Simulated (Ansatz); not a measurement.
# CH8AlAsO: the cost of one run

Method: UKS BLYP-D4/def2-SVP, in Ansatz 0.2.0.

## (1) The starting structure

Bond lengths: Al1–O2 2.177 Å, O2–C3 1.401 Å, Al1–H4 1.549 Å, Al1–H5 1.550 Å, Al1–As7 2.805 Å, C3–H8 1.094 Å, C3–H9 1.092 Å, C3–H10 1.094 Å, As7–H11 1.517 Å, As7–H12 1.526 Å. Angles (14 of 16 angles, heavy atoms first): Al1–O2–C3 170.0°, O2–Al1–As7 80.5°, O2–Al1–H4 115.0°, O2–Al1–H5 112.2°, H4–Al1–As7 111.0°, H5–Al1–As7 116.8°, O2–C3–H8 110.1°, O2–C3–H9 108.8°, O2–C3–H10 110.3°, Al1–As7–H11 106.7°, Al1–As7–H12 69.0°, H4–Al1–H5 116.4°, H8–C3–H9 109.1°, H8–C3–H10 109.4°.

As a file:

```xyz
12

Al   -0.7685    1.1474    1.0570
O    -0.1997   -0.7819    0.2251
C     0.1791   -2.0960   -0.0782
H    -2.2924    1.3565    1.2399
H     0.1309    1.5599    2.2504
H    -0.0863    0.2439   -0.5349
As    0.0592    1.9691   -1.4939
H    -0.3458   -2.4411   -0.9737
H    -0.0851   -2.7410    0.7622
H     1.2589   -2.1514   -0.2459
H     1.3352    1.2096   -1.8039
H     0.8144    2.7248   -0.4042
```

## (2) A restrained relaxation towards end A

Springs on the bonds that form and break draw the guess towards this end; the thresholds are loose.

The input, input.yaml:

```yaml
crystal:
  periodic: [false, false, false]
  atoms:
    - { symbol: Al, position_ang: [-0.7685, 1.1474, 1.057] }
    - { symbol: O, position_ang: [-0.1997, -0.7819, 0.2251] }
    - { symbol: C, position_ang: [0.1791, -2.096, -0.0782] }
    - { symbol: H, position_ang: [-2.2924, 1.3565, 1.2399] }
    - { symbol: H, position_ang: [0.1309, 1.5599, 2.2504] }
    - { symbol: H, position_ang: [-0.0863, 0.2439, -0.5349] }
    - { symbol: As, position_ang: [0.0592, 1.9691, -1.4939] }
    - { symbol: H, position_ang: [-0.3458, -2.4411, -0.9737] }
    - { symbol: H, position_ang: [-0.0851, -2.741, 0.7622] }
    - { symbol: H, position_ang: [1.2589, -2.1514, -0.2459] }
    - { symbol: H, position_ang: [1.3352, 1.2096, -1.8039] }
    - { symbol: H, position_ang: [0.8144, 2.7248, -0.4042] }
magnetization:
  spin_polarized: true
basis:
  gaussian: { orbitals: def2-SVP }
hamiltonian:
  xc: blyp
  dispersion: d4
relax:
  f_tol: 0.15
  max_steps: 25
  restrain:
    - { distance: [0, 6], at: 3.7, k: 30.0 }
    - { distance: [5, 1], at: 2.27, k: 30.0 }
    - { distance: [0, 1], at: 1.87, k: 30.0 }
    - { distance: [5, 6], at: 1.5, k: 30.0 }
```

Run with:

```bash
$ ansatz run input.yaml --threads 4 --pin off --max-ram 5120MiB --backend cpu --events-out ev --progress --plain --runs-dir out
```

What time and memory should one allow on 4 threads of Arm Neoverse N1, shared host?

About 37 s, with a peak of 0.2 GiB.
